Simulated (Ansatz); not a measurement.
Task: the interaction energy of a dimer with the counterpoise correction of CH3NSi, SMILES C1=N[SiH2]1, with Ansatz 0.2.0, Python API. Give the script and its output. Level of theory (for the species named): B3LYP, cc-pVDZ basis, multiplicity 1.

```yaml
atoms:
  - { symbol: C, position_ang: [-0.4118, -0.9813, -0.1186] }
  - { symbol: N, position_ang: [0.7376, -0.8962, 0.2569] }
  - { symbol: Si, position_ang: [-0.0250, 0.7420, -0.0281] }
  - { symbol: H, position_ang: [-1.0951, -1.7283, -0.3466] }
  - { symbol: H, position_ang: [0.8080, 1.3630, -1.1135] }
  - { symbol: H, position_ang: [0.0284, 1.4367, 1.3036] }
```

`dimer_ch3nsi.py`:
```python
"""Interaction energy of two CH3NSi molecules, with the counterpoise correction."""

import ansatz as az

config = {
    "basis": "cc-pVDZ",
    "xc": "b3lyp",
}

FIRST = [
    ("C", (-0.4188, -0.9706, -0.1109)),
    ("N", (0.7306, -0.8855, 0.2646)),
    ("Si", (-0.032, 0.7527, -0.0204)),
    ("H", (-1.1021, -1.7176, -0.3389)),
    ("H", (0.801, 1.3737, -1.1058)),
    ("H", (0.0214, 1.4474, 1.3113)),
]
SECOND = [
    ("C", (2.3777, -0.4219, 3.2865)),
    ("N", (1.3967, -0.4271, 3.9985)),
    ("Si", (1.5048, -1.923, 2.951)),
    ("H", (3.1789, 0.2052, 3.0824)),
    ("H", (0.2698, -1.876, 2.0964)),
    ("H", (1.5785, -3.0731, 3.9157)),
]

def energy(atoms, ghosts=()):
    molecule = az.Crystal.molecule()
    for symbol, xyz in atoms:
        molecule = molecule.atom(symbol, xyz)
    calc = (
        molecule.calculation()
        .basis(gaussian=config["basis"])
        .functional(config["xc"])
    )
    deck = calc.input()
    if ghosts:
        deck = deck.set(az.key.basis.gaussian.ghost_atoms, [{"symbol": s, "position_ang": list(xyz)} for s, xyz in ghosts])
    return az.Session.from_dict(deck).plan().execute().report["free_energy_ev"]

# monomers in their own basis and in the basis of the dimer
both = energy(FIRST + SECOND)
alone = energy(FIRST) + energy(SECOND)
ghosted = energy(FIRST, SECOND) + energy(SECOND, FIRST)
print(f"dimer {both:.6f} eV")
print(f"interaction, uncorrected   {96.485332 * (both - alone):8.3f} kJ/mol")
print(f"interaction, counterpoise  {96.485332 * (both - ghosted):8.3f} kJ/mol")
print(f"basis-set superposition    {96.485332 * (alone - ghosted):8.3f} kJ/mol")
```

Output of `python dimer_ch3nsi.py`:
```text
dimer -20902.805654 eV
interaction, uncorrected     26.440 kJ/mol
interaction, counterpoise    33.517 kJ/mol
basis-set superposition       7.078 kJ/mol
```

Uncorrected it is 26.440 kJ/mol, with the counterpoise correction 33.517 kJ/mol; the difference, 7.08 kJ/mol, is the superposition error. In this basis both values are repulsive.

Caveats:
- Total energies depend on the basis set; only differences at equal settings carry meaning.
- The dimer is a generated trial pose of unrelaxed monomers, not a minimum, so the figure is no binding energy, and the basis set is small.
- b3lyp holds the VWN-RPA fit, as in Gaussian; the form of ORCA and Turbomole is b3lyp5.
- This level lacks the dispersion part of the attraction (electrostatics and induction are there), which can decide the sign where the interaction is weak.
- Wall time of the script: 16 s on 1 thread of Arm Neoverse V1, on a shared host, peak memory 0.33 GiB.
